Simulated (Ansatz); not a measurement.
The system is TaWC2.

```
W Ta C
1.0
     1.57186    0.90751    5.10162
    -1.57186    0.90751    5.10162
     0.00000   -1.81502    5.10162
W Ta C
1 1 2
Direct
  0.00000 0.00000 0.00000
  0.50000 0.50000 0.50000
  0.25093 0.25093 0.25093
  0.74907 0.74907 0.74907
```

The cell comes from a database or a generator and needn't be the stable form of this composition.

* Program: Ansatz 0.2.0
* Task: relaxation of cell and atoms
* Functional: PBEsol
* Potentials or basis: Ansatz PAW
* Cutoff: 420 eV (not typed: the program's choice for these potentials)
* k mesh: 10 × 10 × 10
* Occupations: fermi-dirac, width 0.05 eV
* Spin: no spin polarisation

At the start: volume 10.92 Å³/atom.

Task: How do energy, volume and symmetry change on relaxing?

Result: It ends after 8 steps and the volume is 10.58 Å³/atom (-3.1 %); space group R-3m (No. 166, to 0.05 Å).

The path:
```
step  energy change (eV)  largest force (eV/Å)  volume (Å³)
   1              0.0000                0.0811        43.66
   2             -0.0343                0.0313        41.54
   3             -0.0497                0.0198        42.35
   4             -0.0498                0.0139        42.33
   5             -0.0499                0.0007        42.31
   6             -0.0475                0.0005        42.31
   7             -0.0476                0.0000        42.31
   8             -0.0476                0.0000        42.31
```

Final structure:
```
W Ta C
1.0
     1.55514    0.89786    5.04983
    -1.55514    0.89786    5.04983
     0.00000   -1.79572    5.04983
W Ta C
1 1 2
Direct
  0.00000 0.00000 0.00000
  0.50000 0.50000 0.50000
  0.25121 0.25121 0.25121
  0.74879 0.74879 0.74879
```

Caveat: the plane-wave basis is chosen anew once the cell has moved, so the energies of steps on either side of that aren't comparable; the pressure holds a Pulay correction of +0.3 GPa for the finite cutoff; the PAW data sets come from PBE, with cores solved anew for the run's functional, which leaves a small shift of forces and pressure.
